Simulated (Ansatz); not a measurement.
# NbCl3O: a ladder of functionals and wavefunction methods

The task here is to estimate one member of a computed series from the others.

Method: functionals in def2-TZVPP, the program's frozen cores in correlated methods; program: Ansatz 0.2.0, Gaussian basis.

Levels to be run: LDA (SPW92), PBE-D4, revPBE-D4, BLYP-D4, r2SCAN-D4, B97M-V, PBE0-D4, B3LYP-D4, r2SCANh-D4, r2SCAN0-D4, HSE06-D4, BHLYP-D4, CAM-B3LYP-D4, LC-ωPBE, ωB97X-V, ωB97M-V, B2PLYP, PBE-QIDH; CCSD(T)/def2-SVP; CCSD(T)/def2-TZVPP; MP2/def2-QZVPP; extrapolation to the limit; RPA on PBE.

**The geometry**

The geometry comes from an earlier relaxation with PBE0-D4 in a triple-zeta def2 set; it is a stationary point. Nb takes the def2 core potential; no spin-orbit term is included.

5 atoms, charge 0, spin multiplicity 1.

Atoms are counted from 1 here; the program's logs count them from 0.

Bond lengths: O1–Nb2 1.675 Å, Nb2–Cl3 2.273 Å, Nb2–Cl4 2.273 Å, Nb2–Cl5 2.273 Å. Angles: O1–Nb2–Cl3 107.7°, O1–Nb2–Cl4 107.7°, O1–Nb2–Cl5 107.7°, Cl3–Nb2–Cl4 111.2°, Cl3–Nb2–Cl5 111.2°, Cl4–Nb2–Cl5 111.2°.

The first run:

in.yaml reads:

```yaml
crystal:
  periodic: [false, false, false]
  atoms:
    - {symbol: O, position_ang: [-0.824966, -0.134552, 1.530850]}
    - {symbol: Nb, position_ang: [-0.027963, -0.020188, 0.061710]}
    - {symbol: Cl, position_ang: [1.658730, -1.543243, 0.069707]}
    - {symbol: Cl, position_ang: [-1.534100, -0.472112, -1.579039]}
    - {symbol: Cl, position_ang: [0.778300, 2.096395, -0.124629]}
basis:
  gaussian: {orbitals: def2-TZVPP}
hamiltonian: {xc: lda}
output: {orbitals: {seedname: orbitals}}
```

Launch:

```bash
$ ansatz run in.yaml --threads 4 --pin off --events-out ev --progress --plain --max-ram 10444MiB
```

Steps of the session up to this table: LDA; PBE-D4 (GGA); revPBE-D4 (GGA); BLYP-D4 (GGA); r2SCAN-D4 (meta-GGA); B97M-V (meta-GGA); PBE0-D4 (hybrid); B3LYP-D4 (hybrid); r2SCANh-D4 (hybrid); r2SCAN0-D4 (hybrid); HSE06-D4 (hybrid); BHLYP-D4 (hybrid); CAM-B3LYP-D4 (range-separated); LC-ωPBE (range-separated); ωB97X-V (range-separated); ωB97M-V (range-separated); B2PLYP (double hybrid); PBE-QIDH (double hybrid).

One table of the session follows, with a row left open; its other results are not shown here.

It belongs to the step «Frontier levels by functional». 

| functional | HOMO (eV) | LUMO (eV) | gap (eV) |
| --- | --- | --- | --- |
| LDA (SPW92) | -8.56 | -4.21 | 4.35 |
| PBE-D4 | -8.38 | -3.98 | 4.40 |
| revPBE-D4 | -8.32 | -3.90 | 4.42 |
| BLYP-D4 | -8.21 | -3.86 | 4.36 |
| r2SCAN-D4 | -8.78 | -3.96 | 4.82 |
| B97M-V | -8.84 | -3.91 | 4.93 |
| PBE0-D4 | -9.84 | -3.29 | 6.56 |
| B3LYP-D4 | -9.55 | -3.48 | 6.07 |
| r2SCANh-D4 | -9.31 | -3.69 | 5.62 |
| r2SCAN0-D4 | ? | ? | ? |
| HSE06-D4 | -9.44 | -3.66 | 5.78 |
| BHLYP-D4 | -11.13 | -2.40 | 8.73 |
| CAM-B3LYP-D4 | -11.21 | -2.24 | 8.96 |
| LC-ωPBE | -12.64 | -1.16 | 11.48 |
| ωB97X-V | -12.25 | -1.21 | 11.04 |
| ωB97M-V | -12.07 | -1.22 | 10.85 |

Q: Estimate the row for r2SCAN0-D4 from the others.

Worked estimate for «HOMO (eV)». Against the share of exact exchange, r2SCAN-D4 (0, -8.78), r2SCANh-D4 (0.1, -9.31) give a slope of -5.30 per unit share; at 0.25 the line stands at -10.10.

**Answer.** HOMO (eV): -10.11; LUMO (eV): -3.26; gap (eV): 6.84. In «HOMO (eV)» the line misses by +0.01.
